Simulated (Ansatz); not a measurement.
# GeN: the cost of one run

Method: DFT PBE, scalar-relativistic, plane waves, PAW, in Ansatz 0.2.0.

## 1. Starting point

It takes space group C222_1 (No. 20, orthorhombic). The conventional cell has a = 4.069 Å, b = 6.990 Å, c = 5.454 Å, α = 90.00°, β = 90.00°, γ = 90.00°. Around Ge (site symmetry 2) lie 2 N at 1.73 Å and 2 Ge at 1.74 Å. Ge (site symmetry 2) has 2 Ge at 1.74 Å and 2 N at 1.84 Å as nearest neighbours. N (site symmetry 1) is surrounded by 1 N at 1.72 Å and 2 Ge at 1.73 to 1.84 Å.

Coordinates:

```
Ge N
1.0
     2.03456   -3.49517    0.00000
     2.03456    3.49517    0.00000
     0.00000    0.00000    5.45448
Ge N
4 4
Direct
  0.62591 0.37409 0.75000
  0.37409 0.62591 0.25000
  0.34486 0.34486 0.50000
  0.65514 0.65514 0.00000
  0.44151 0.90565 0.84034
  0.55849 0.09435 0.34034
  0.90565 0.44151 0.15966
  0.09435 0.55849 0.65966
```

A structure generator made this guess: 3-, 4-connected net, elements by coordination (C222_1, No. 20). The dimensions are guesses.

## 2. A first look at the guess

The input, input.yaml:

```yaml
crystal:
  lattice:
    - [2.03456137, -3.49516967, 0.0]
    - [2.03456137, 3.49516967, 0.0]
    - [0.0, 0.0, 5.45448462]
  atoms:
    - { symbol: Ge, position: [0.62591082, 0.37408918, 0.75] }
    - { symbol: Ge, position: [0.37408918, 0.62591082, 0.25] }
    - { symbol: Ge, position: [0.34486447, 0.34486447, 0.5] }
    - { symbol: Ge, position: [0.65513553, 0.65513553, 0.0] }
    - { symbol: "N", position: [0.4415112, 0.90565467, 0.84034314] }
    - { symbol: "N", position: [0.5584888, 0.09434533, 0.34034314] }
    - { symbol: "N", position: [0.90565467, 0.4415112, 0.15965686] }
    - { symbol: "N", position: [0.09434533, 0.5584888, 0.65965686] }
basis:
  ecutwfc: 420
kpoints:
  mp_grid: { grid: [6, 6, 4] }
hamiltonian:
  xc: pbe
scf:
  occupations: { method: gaussian, width: 0.1 }
  lower_state_search: "off"
output:
  forces: true
  stress: true
  eigenvalues: true
```

Run with:

```bash
> ansatz run input.yaml --threads 1 --pin off --max-ram 2560MiB --backend cpu --events-out ev --progress --plain --runs-dir out
```

Q: Estimate wall time and peak memory on 1 thread of Arm Neoverse V1, shared host.

About 14 s, with a peak of 0.36 GiB.
